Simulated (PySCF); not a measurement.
**The bond of CsN+, level by level**

The task here is to estimate one member of a computed series from the others.

Computed with PySCF 2.14.0. Level: Cs def2-SVPD with ECP46, N def2-SVPD, scalar-relativistic core potentials.

Set-up of the first run:

The job is set up so:

```json
{"atoms": "Cs, N", "charge": "1", "basis": "Cs def2-SVPD with ECP46, N def2-SVPD", "Hamiltonian": "scalar-relativistic core potentials", "basis functions": "47", "electrons treated": "15", "masses in u": "132.9054, 14.0031", "levels": "PBE0, PBE, r²SCAN, M06-2X, PBEsol, B2PLYP, CAM-B3LYP, HF, MP2, SCS-MP2, CCSD, CCSD(T)", "grid": "80 radial by 434 angular points", "occupations": "held fixed by the projection of orbital angular momentum", "dissociation limit": "Cs+ + N, each in its ground configuration", "starting distance in angstrom": "2.960", "values of 2S to try": "1, 3"}
```

Launch:

```
OMP_NUM_THREADS=1 python dia.py task.json out
```

Steps of the session up to this table: Input; PBE0 along the bond; Other states along the same grid; PBE (GGA); r²SCAN (meta-GGA); M06-2X; PBEsol; B2PLYP (double hybrid); CAM-B3LYP (range-separated hybrid); UHF (mean field); Adding correlation.

One table of the session follows, with a row left open; its other results are not shown here.

Energy (eV) from each level's lowest point:

```
R (Å)    UHF  UHF-MP2  UHF-SCS-MP2  UHF-CCSD  UHF-CCSD(T)
3.018  0.122    0.079        0.084       n/a          n/a
3.158  0.062    0.032        0.035     0.031        0.030
3.299  0.029    0.009        0.011     0.008        0.008
3.404      ?        ?            ?         ?            ?
3.509  0.006    0.000        0.000     0.000        0.000
3.614  0.002    0.002        0.001     0.002        0.002
3.755  0.000    0.007        0.005     0.008        0.008
3.930  0.002    0.016        0.013     0.017        0.018
4.141  0.006    0.027        0.023     0.029        0.030
4.421  0.013    0.040        0.035       n/a          n/a
```

Estimate the missing values for R (Å) = 3.404.

Worked estimate for «UHF». A straight line through the neighbours (3.299, 0.029) and (3.509, 0.006) gives 0.029 + (0.006 − 0.029) × (3.404 − 3.299) / (3.509 − 3.299) = 0.018; a parabola fitted to 4 rows on both sides gives 0.014.

**Answer.** UHF: 0.014; UHF-MP2: 0.002; UHF-SCS-MP2: 0.003; UHF-CCSD: 0.001; UHF-CCSD(T): 0.001. In «UHF» the line misses by +0.004 and the parabola by 0.000.

Caveats from the session: The bond is weak, and basis-set superposition, which was not computed, may be a sizeable part of it.
